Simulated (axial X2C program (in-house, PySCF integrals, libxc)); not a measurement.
# TeMn⁺: properties at the nuclei

Wanted for TeMn⁺: properties at the nuclei, at the two-component level.

Computed with an in-house X2C program for linear molecules on PySCF integrals. Level: two-component X2C with atomic mean-field terms, Te dyall-cv3z, Mn dyall-cv3z.

All values are calculated.

## (1) Set-up

task.json

```json
{"zs": [52, 25], "q": 1, "bas": ["dyall-cv3z", "dyall-cv3z"], "r0": 2.33, "levels": ["PBE0", "HF", "BHandHLYP", "LDA", "r2SCAN"], "nst": 3}
```

Keys: zs atomic numbers; q charge; bas basis sets; r0 starting distance in Å; levels methods (HF also brings MP2); nst determinants followed.

On the command line:

```
> python soeom.py task.json out
```

The runs that follow: Expectation values, lowest determinant; Expectation values, a higher determinant; Expectation values, a higher determinant.

Before running it: what results should come out? Wanted: lowest determinant; Eeff magnitude; Ws magnitude Te; A∥/gI Te; qzz Te; higher determinant (for each run or level that gives them).

**Answer**, as computed:

```
                                        quantity                                            value
                              lowest determinant  Ω = 1 (excess of +ω over −ω: ω = -3/2, ω = 5/2)
                    Eeff magnitude (GV/cm), PBE0                                            0.844
                     Ws magnitude Te (kHz), PBE0                                            0.204
                            A∥/gI Te (MHz), PBE0                                             -831
                             qzz Te (a.u.), PBE0                                             1.45
                              higher determinant   Ω = 4 (excess of +ω over −ω: ω = 3/2, ω = 5/2)
Eeff magnitude (GV/cm), PBE0, higher determinant                                            0.578
 Ws magnitude Te (kHz), PBE0, higher determinant                                            0.125
        A∥/gI Te (MHz), PBE0, higher determinant                                              149
         qzz Te (a.u.), PBE0, higher determinant                                             1.22
                              higher determinant   Ω = 3 (excess of +ω over −ω: ω = 1/2, ω = 5/2)
Eeff magnitude (GV/cm), PBE0, higher determinant                                             2.84
 Ws magnitude Te (kHz), PBE0, higher determinant                                            0.682
        A∥/gI Te (MHz), PBE0, higher determinant                                              581
         qzz Te (a.u.), PBE0, higher determinant                                             0.60
```

What this shows: In the first state, the effective field runs from 0.844 to 1.67 GV/cm over the mean-field levels. The expectation values come from single determinants, which for open shells can mix terms of unlike spin or miss the lowest Ω, so a determinant need not be a state. Eeff is the effective electric field on the electron dipole moment in this Ω state and Ws the scalar–pseudoscalar constant (defined with the proton number Z and per Ω); A∥ is the parallel hyperfine constant, which follows by multiplying with the nuclear g factor gI = μI/(I μN); qzz is the electric field gradient, eQq0 = 234.96 MHz × Q/barn × qzz. The operators were transformed with the bare-nucleus X2C matrices.
